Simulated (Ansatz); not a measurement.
# AlSn2C4: what a guessed cell relaxes into

Aim: relax a trial structure of AlSn2C4 and see where it ends.

Method: DFT PBE, scalar-relativistic, plane waves, PAW, in Ansatz 0.2.0.

## (1) The starting structure

Symmetry: F-43m, No. 216, cubic system. The conventional cell has a = 7.555 Å, b = 7.555 Å, c = 7.555 Å, α = 90.00°, β = 90.00°, γ = 90.00°. Al (site symmetry -43m) has 12 C at 3.12 Å and 4 Sn at 3.27 Å as nearest neighbours. Sn (site symmetry -43m) has 4 C at 1.74 Å as nearest neighbours. Around Sn (site symmetry -43m) lie 4 C at 1.53 Å. Around C (site symmetry 3m) lie 2 Sn at 1.53 to 1.74 Å.

As a file:

```xyz
7
Lattice="0.0000 3.7775 3.7775 3.7775 0.0000 3.7775 3.7775 3.7775 0.0000" Properties=species:S:1:pos:R:3 pbc="T T T"
Al    1.8887    1.8887    1.8887
Sn    5.6662    5.6662    5.6662
Sn    0.0000    0.0000    0.0000
C     6.6692    6.6692    6.6692
C     4.6632    4.6632    6.6692
C     4.6632    6.6692    4.6632
C     6.6692    4.6632    4.6632
```

Recipe of the guess: random cell by space group and Wyckoff sites (F-43m, No. 216). Lengths come from tabulated atomic sizes and are only a guess.

## (2) The guess as it stands, on a coarse mesh

input.yaml

```yaml
crystal:
  lattice:
    - [0.0, 3.77749302, 3.77749302]
    - [3.77749302, 0.0, 3.77749302]
    - [3.77749302, 3.77749302, 0.0]
  atoms:
    - { symbol: Al, position: [0.25, 0.25, 0.25] }
    - { symbol: Sn, position: [0.75, 0.75, 0.75] }
    - { symbol: Sn, position: [0.0, 0.0, 0.0] }
    - { symbol: C, position: [0.88276074, 0.88276074, 0.88276074] }
    - { symbol: C, position: [0.88276074, 0.88276074, 0.35171779] }
    - { symbol: C, position: [0.88276074, 0.35171779, 0.88276074] }
    - { symbol: C, position: [0.35171779, 0.88276074, 0.88276074] }
basis:
  ecutwfc: 420
kpoints:
  mp_grid: { grid: [4, 4, 4] }
hamiltonian:
  xc: pbe
scf:
  occupations: { method: gaussian, width: 0.1 }
  lower_state_search: "off"
output:
  forces: true
  stress: true
  eigenvalues: true
```

The run is started by

```bash
> ansatz run input.yaml --threads 1 --pin off --max-ram 2560MiB --backend cpu --events-out ev --progress --plain --runs-dir out
```

The session goes on with these runs: coarse relaxation; final relaxation.

What does the calculation give? Wanted: conventional cell; volume; energy over the elements, grey Sn; gap on the mesh.

As calculated:

| quantity | value |
| --- | --- |
| symmetry at the end (tolerance 0.05 Å) | space group F-43m (No. 216) |
| conventional cell | a = 9.617 Å, b = 9.617 Å, c = 9.617 Å, α = 90.00°, β = 90.00°, γ = 90.00° |
| volume | 31.77 Å³/atom |
| energy over the elements, grey Sn | +3.00 eV/atom |
| gap on the mesh | none (metal) |

In words: The space group F-43m (No. 216) is kept, and the volume per atom grows by 106.3 % from the first guess. With a positive formation energy it can't be a ground state. No finished test with a distortion of lower symmetry is shown, so the end may be a saddle point. Where forces pass 15 eV/Å atoms stand far too close, the PAW spheres overlap strongly and those numbers are rough.
